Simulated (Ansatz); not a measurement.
C, 2 atoms in the cell. The structure is cubic, space group Fd-3m (No. 227). The conventional cell has a = 3.567 Å, b = 3.567 Å, c = 3.567 Å, α = 90.00°, β = 90.00°, γ = 90.00°. C (site symmetry -43m) is surrounded by 4 C at 1.54 Å. This isn't the form of C at room conditions, which is graphite.

* Program: Ansatz 0.2.0
* Task: relaxation of cell and atoms
* Functional: PBEsol
* Potentials or basis: Ansatz PAW
* Cutoff: 420 eV (not typed: the program's choice for these potentials)
* k mesh: 13 × 13 × 13
* Occupations: fermi-dirac, width 0.05 eV
* Spin: no spin polarisation

Potentials or basis: Ansatz PAW.

Launch:

```sh
$ ansatz run input.yaml --threads 2 --pin off --max-ram 5632MiB --backend cpu --events-out ev --progress --plain --runs-dir out
```

Hardware: 2 threads of Arm Neoverse V1, with other jobs on the host.

Task: How long does it take, and how much memory?

Result: Run time: 2.8 s on 2 threads of Arm Neoverse V1, on a shared host, peak memory 0.26 GiB. Counts: scf iterations 40, plane waves 229, k points 84, bands 8, ion steps 6.
